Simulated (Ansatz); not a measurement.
# MnSn2: further runs on the relaxed cell

An exercise on one series of results from a longer session: the logs are not shown, and one member is left open.

Method: DFT PBEsol, scalar-relativistic, plane waves, PAW, in Ansatz 0.2.0.

## The structure to begin with

It takes space group I4/mcm (No. 140, tetragonal). The conventional cell has a = 6.506 Å, b = 6.506 Å, c = 5.319 Å, α = 90.00°, β = 90.00°, γ = 90.00°. Mn (site symmetry 422) is surrounded by 2 Mn at 2.66 Å and 8 Sn at 2.77 Å. Sn (site symmetry m2m) has 4 Mn at 2.77 Å and 3 Sn at 3.03 to 3.09 Å as nearest neighbours.

Coordinates:

```cif
data_structure
_symmetry_space_group_name_H-M 'I4/mcm'
_symmetry_Int_Tables_number 140
_cell_length_a 6.5061
_cell_length_b 6.5061
_cell_length_c 5.3189
_cell_angle_alpha 90.000
_cell_angle_beta 90.000
_cell_angle_gamma 90.000
_cell_volume 225.14
loop_
_atom_site_label
_atom_site_type_symbol
_atom_site_symmetry_multiplicity
_atom_site_Wyckoff_symbol
_atom_site_fract_x
_atom_site_fract_y
_atom_site_fract_z
_atom_site_occupancy
Mn1 Mn 4 a 0.00000 0.00000 0.75000 1
Sn1 Sn 8 h 0.66448 0.16448 0.00000 1
```

It is the result of an earlier relaxation at this level (volume 18.76 Å³/atom; gap on the mesh: none (metal), site moments up to 2.2 μB).

Set-up of the first run:

input.yaml reads:

```yaml
crystal:
  lattice:
    - [-3.2201664006, 3.2201664006, 2.6325703473]
    - [3.2201664006, -3.2201664006, 2.6325703473]
    - [3.2201664006, 3.2201664006, -2.6325703473]
  atoms:
    - { symbol: Mn, position: [0.75, 0.75, 0.0], spin: 2.44 }
    - { symbol: Mn, position: [0.25, 0.25, 0.0], spin: 2.44 }
    - { symbol: Sn, position: [0.1644806229, 0.6644806229, 0.8289612459] }
    - { symbol: Sn, position: [0.6644806229, 0.8355193771, 0.5] }
    - { symbol: Sn, position: [0.8355193771, 0.3355193771, 0.1710387541] }
    - { symbol: Sn, position: [0.3355193771, 0.1644806229, 0.5] }
basis:
  ecutwfc: 420
kpoints:
  mp_grid: { grid: [8, 8, 8] }
hamiltonian:
  xc: pbesol
scf:
  occupations: { method: gaussian, width: 0.1 }
output:
  forces: true
  stress: true
  eigenvalues: true
  populations: true
magnetization:
  spin_polarized: true
relax:
  adjacent_minimum: "off"
  f_tol: 0.01
  max_steps: 30
  cell: { stress_tol: 0.1, fix: [volume] }
```

Run with:

```sh
> ansatz run input.yaml --threads 1 --pin off --max-ram 2560MiB --backend cpu --events-out ev --progress --plain --runs-dir out
```

Among the steps run: Volume × 0.97; Volume × 1.03; Point at V/V0 = 0.94; The cell scaled to 1.06 of its volume.

One table of the session follows, with a row left open; its other results are not shown here.

It belongs to the step «Equation of state». 

| volume (Å³/atom) | energy above the lowest point (meV/atom) | pressure (GPa) | largest moment (μB) |
| --- | --- | --- | --- |
| 17.636 | 23.3 | 7.00 | 2.02 |
| 18.199 | ? | ? | ? |
| 18.762 | 0.0 | -0.02 | 2.22 |
| 19.325 | 4.9 | -2.57 | 2.32 |
| 19.887 | 17.3 | -4.39 | 2.45 |

Estimate the missing values for volume (Å³/atom) = 18.199.

Worked estimate for «energy above the lowest point (meV/atom)». A straight line through the neighbours (17.636, 23.3) and (18.762, 0.0) gives 23.3 + (0.0 − 23.3) × (18.199 − 17.636) / (18.762 − 17.636) = 11.6; a parabola fitted to 3 rows on both sides gives 6.1.

As computed: energy above the lowest point (meV/atom): 5.4; pressure (GPa): 3.20; largest moment (μB): 2.13. In «energy above the lowest point (meV/atom)» the line misses by +6.2 and the parabola by +0.7.
